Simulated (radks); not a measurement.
# Sm⁴⁺ in [Xe] 4f4: an all-electron calculation

What are the levels of the samarium ion Sm4+, how large are its shells, and how does its energy divide?

Program: radks (a radial shooting solver on a logarithmic mesh, Libxc functionals) version 1. Level of theory: scalar-relativistic Kohn-Sham, RPBE, spin-unpolarised, spherical densities, point nucleus. These are calculated values, not measurements, unless marked.

**1. Starting point**

| Property | Result |
| --- | --- |
| element | samarium (Z = 62) |
| charge | +4 |
| electrons | 58 |
| configuration | [Xe] 4f4 |

Outer shells as boxes (Hund's rule):

Sm⁴⁺
```
[Xe] core
4f [↑ ][↑ ][↑ ][↑ ][  ][  ][  ]
```

**2. The run**

The run's settings:

```text
Z 62
configuration [Xe] 4f4 6s0 5d0 6p0 5f0
relativity scalar-relativistic
functional rpbe,pbe
spin unpolarised
nucleus point
c 137.035999084
```

**Question.** What will this run give?

**Answer**, as computed:

| quantity | value |
| --- | --- |
| total energy | -10424.5774 hartree |
| exchange-correlation share of it | 2.24 % |
| −T/E | 1.0691 |
| highest occupied level | 4f, -51.791 eV |
| most extended occupied level | 5p, <r> = 1.52 bohr |
| radius at density 0.001 e/bohr³ | 3.16 bohr |
| maxima of the radial density | 4 |
| ionisation energy, NIST | 62.7 (semi-emp.) eV |

**Reading.** The radial density shows 4 maxima for 5 occupied principal shells; where shells overlap, one shows as a shoulder or not at all. −T/E is 1.069: with relativity the kinetic term as defined here no longer equals −E. Minus the highest eigenvalue, 51.791 eV, is 83 % of the tabulated ionisation energy (62.7 eV); the potential of a semilocal functional falls off too fast, so its top eigenvalue is too shallow. Spin polarisation and multiplet splitting are left out. Spin-orbit splitting is averaged out at the scalar-relativistic level.
